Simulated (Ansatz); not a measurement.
A nudged elastic band was laid between two geometries of a periodic cell of 17 atoms, TiSi16 (host Si, host structure diamond, interstitial Ti).

The calculation used DFT PBE, scalar-relativistic, plane waves, PAW in Ansatz 0.2.0. Settings: PAW set soft_1, cutoff 420 eV, k mesh 2x2x2, gaussian smearing 0.02 eV, no spin polarisation.

```yaml
movable_images: 5
climbing_image: yes
spring: 2.0 to 10.0 eV/Å², energy-weighted
optimiser: quadratic models (default)
start_path: straight line
force_threshold: 0.05 eV/Å
iteration_limit: 41
end_points: relaxed
```

Initial state:

```xyz
17
Lattice="0.0000 5.4300 5.4300 5.4300 0.0000 5.4300 5.4300 5.4300 0.0000" Properties=species:S:1:pos:R:3
Si 0.002 0.007 -0.035
Si 1.289 1.304 1.321
Si 2.714 2.721 -0.015
Si 4.131 4.145 1.315
Si 2.695 -0.034 2.716
Si 4.110 1.322 4.100
Si 5.466 2.739 2.713
Si 6.766 4.095 4.105
Si -0.049 2.697 2.721
Si 1.313 4.117 4.097
Si 2.735 5.479 2.718
Si 4.089 6.771 4.114
Si 2.712 2.720 5.455
Si 4.077 4.084 6.783
Si 5.429 5.431 5.458
Si 6.778 6.784 6.781
Ti 2.712 2.722 2.698
```

Final state:

```xyz
17
Lattice="0.0000 5.4300 5.4300 5.4300 0.0000 5.4300 5.4300 5.4300 0.0000" Properties=species:S:1:pos:R:3
Si -0.009 0.007 -0.005
Si 1.355 1.335 1.360
Si 2.753 2.690 -0.038
Si 4.110 4.074 1.379
Si 2.720 0.007 2.725
Si 4.073 1.331 4.073
Si 5.409 2.683 2.736
Si 6.767 4.074 4.035
Si -0.044 2.692 2.759
Si 1.379 4.068 4.122
Si 2.773 5.469 2.786
Si 4.071 6.824 4.074
Si 2.732 2.673 5.413
Si 4.024 4.068 6.767
Si 5.360 5.469 5.372
Si 6.785 6.802 6.791
Ti 1.354 4.091 1.361
```

(1) Which bonds break or form, and what moves?

(2) Give the energies along the band, and the barrier.

(3) What is the geometry of the highest image?

Results:

(1) Contacts lost: Si5–Ti17, Si6–Ti17, Si7–Ti17, Si13–Ti17. Contacts made: Si8–Ti17, Si14–Ti17, Si15–Ti17, Si16–Ti17. The atom that moves furthest is Ti17, by 2.35 Å.

(2) The forces met the threshold. The highest image is number 3 of 0 to 6, 1.71 eV above the ends, which have the same energy within 2 meV. By the program's own check the climbing image is of a kind that is not told: the force calls were inconclusive, a negative curvature could not be distinguished from the path's own, the only one lies far off the path, or fixed occupations may fill a level only in part (lowest curvatures found: -3.71 and -0.01 eV/Å²). Limits of this set-up: coarse k mesh.

```csv
image,path coordinate (Å),energy (eV),Si5–Ti17 (Å),Si6–Ti17 (Å),Si7–Ti17 (Å)
0,0.00,0.00,2.76,2.42,2.75
1,0.77,0.55,2.98,2.51,2.98
2,1.19,1.38,3.25,2.86,3.25
3,1.54,1.71,3.51,3.21,3.51
4,1.90,1.37,3.79,3.59,3.79
5,2.34,0.50,4.14,4.03,4.14
6,3.18,0.00,4.49,4.67,4.47
```

(3) 
```xyz
17
Lattice="0.0000 5.4300 5.4300 5.4300 0.0000 5.4300 5.4300 5.4300 0.0000" Properties=species:S:1:pos:R:3
Si -0.182 0.179 -0.176
Si 1.251 1.231 1.255
Si 2.815 2.615 -0.127
Si 4.200 4.176 1.257
Si 2.645 -0.005 2.650
Si 3.890 1.539 3.896
Si 5.436 2.782 2.652
Si 6.850 4.010 4.066
Si -0.132 2.615 2.821
Si 1.252 4.177 4.206
Si 2.816 5.559 2.823
Si 4.247 6.614 4.252
Si 2.647 2.782 5.442
Si 4.062 4.010 6.856
Si 5.606 5.255 5.611
Si 6.852 6.797 6.857
Ti 2.034 3.395 2.040
```

Time of the run: 8.8 min on 1 thread of Arm Neoverse V1, with other jobs on the host, peak memory 0.96 GiB.
